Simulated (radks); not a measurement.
# Pm⁺ in [Kr] 4d10 4f5 5s2 5p5.5 6s1 6p0.5: an all-electron calculation

What are the levels of the promethium ion Pm+, how large are its shells, and how does its energy divide?

The numbers are computed with radks (a radial shooting solver on a logarithmic mesh, Libxc functionals) version 1 (scalar-relativistic Kohn-Sham, exchange-only PBE, spin-polarised, spherical densities, finite nucleus; open shells are filled with parallel spins first), except any that are marked as measured or tabulated.

## Step 1: What is computed

```
element            : promethium (Z = 61)
charge             : +1
electrons          : 60
configuration      : [Kr] 4d10 4f5 5s2 5p5.5 6s1 6p0.5
nuclear rms radius : 4.962 fm
```

## Step 2: The run

Input:

```text
Z 61
configuration [Kr] 4d10 4f5 5s2 5p5.5 6s1 6p0.5
relativity scalar-relativistic
functional pbe,
spin polarised
nucleus finite rms 4.962 fm
c 137.035999084
```

What does the calculation give?

As calculated:

| quantity | value |
| --- | --- |
| total energy | -10016.1854 hartree |
| exchange-correlation share of it | 2.25 % |
| −T/E | 1.0668 |
| highest occupied level | 6p up, -6.137 eV |
| most extended occupied level | 6p up, <r> = 4.78 bohr |
| radius at density 0.001 e/bohr³ | 4.92 bohr |
| maxima of the radial density | 4 |

The radial density shows 4 maxima for 6 occupied principal shells; where shells overlap, one shows as a shoulder or not at all. −T/E is 1.067: with relativity the kinetic term as defined here no longer equals −E. This is not the tabulated ground configuration, so its levels and sizes aren't those of the ground state, and no measured value stands beside it.
